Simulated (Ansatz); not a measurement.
# CH4F2MoO2S: how energies converge with the basis set

How large a basis does CH4F2MoO2S need? Two functionals are run in growing sets.

The runs use Ansatz 0.2.0, Gaussian basis; one geometry, several basis sets.

Plan: PBE0-D4/def2-SVP; ωB97M-V/def2-SVP; PBE0-D4/def2-QZVPP; ωB97M-V/def2-QZVPP; the functionals' def2-TZVPP values are taken from earlier runs.

## (1) The relaxed structure

The geometry comes from an earlier relaxation with PBE0-D4 in a triple-zeta def2 set; it is a stationary point, not always the lowest conformer. Mo takes the def2 core potential; no spin-orbit term is included.

SMILES `C[O][Mo]([OH])([F])([F])=[S]`, 11 atoms, charge 0, spin multiplicity 1.

Atoms are counted from 1 here; the program's logs count them from 0.

Bond lengths: C1–O2 1.400 Å, C1–H8 1.094 Å, C1–H9 1.096 Å, C1–H10 1.092 Å, O2–Mo3 1.850 Å, Mo3–O4 1.862 Å, Mo3–F5 1.874 Å, Mo3–F6 1.851 Å, Mo3–S7 2.083 Å, O4–H11 0.962 Å. Angles: O2–C1–H8 109.6°, O2–C1–H9 109.5°, O2–C1–H10 109.0°, H8–C1–H9 109.1°, H8–C1–H10 109.7°, H9–C1–H10 109.9°, C1–O2–Mo3 133.9°, O2–Mo3–O4 89.2°, O2–Mo3–F5 83.6°, O2–Mo3–F6 150.8°, O2–Mo3–S7 101.9°, O4–Mo3–F5 145.6°, O4–Mo3–F6 87.2°, O4–Mo3–S7 109.1°, F5–Mo3–F6 83.2°, F5–Mo3–S7 105.3°, F6–Mo3–S7 106.6°, Mo3–O4–H11 122.3°.

## (2) PBE0-D4 in def2-SVP

Input file in.yaml:

```yaml
crystal:
  periodic: [false, false, false]
  atoms:
    - {symbol: C, position_ang: [0.905702, -1.386498, -0.805572]}
    - {symbol: O, position_ang: [-0.063627, -0.744696, -0.025864]}
    - {symbol: Mo, position_ang: [-0.469290, 1.027555, 0.315010]}
    - {symbol: O, position_ang: [-1.821473, 0.469378, 1.467070]}
    - {symbol: F, position_ang: [0.035711, 1.269397, -1.473012]}
    - {symbol: F, position_ang: [-1.487370, 2.541772, 0.001693]}
    - {symbol: S, position_ang: [1.175814, 1.636987, 1.437878]}
    - {symbol: H, position_ang: [0.995192, -0.878663, -1.770868]}
    - {symbol: H, position_ang: [1.872216, -1.350996, -0.290801]}
    - {symbol: H, position_ang: [0.605705, -2.424395, -0.962165]}
    - {symbol: H, position_ang: [-1.683081, -0.216740, 2.127329]}
basis:
  gaussian: {orbitals: def2-SVP}
hamiltonian: {xc: pbe0, dispersion: d4}
output: {orbitals: {seedname: orbitals}}
```

Command:

```sh
> ansatz run in.yaml --threads 4 --pin off --events-out ev --progress --plain --max-ram 11315MiB
```

Further steps of the session: ωB97M-V in def2-SVP; PBE0-D4 in def2-QZVPP; ωB97M-V in def2-QZVPP.

Before running them: what should the planned runs give, taken together? Wanted: PBE0-D4: double and triple zeta above quadruple; ωB97M-V: double and triple zeta above quadruple.

As calculated:

| quantity | value |
| --- | --- |
| PBE0-D4: double and triple zeta above quadruple | 18.36, 1.03 eV |
| ωB97M-V: double and triple zeta above quadruple | 18.61, 0.99 eV |

**Reading.** PBE0-D4 gains 17.33 eV from double to triple zeta, then 1.03 eV more. Total energies overstate the basis error of differences, where much of it tends to cancel.
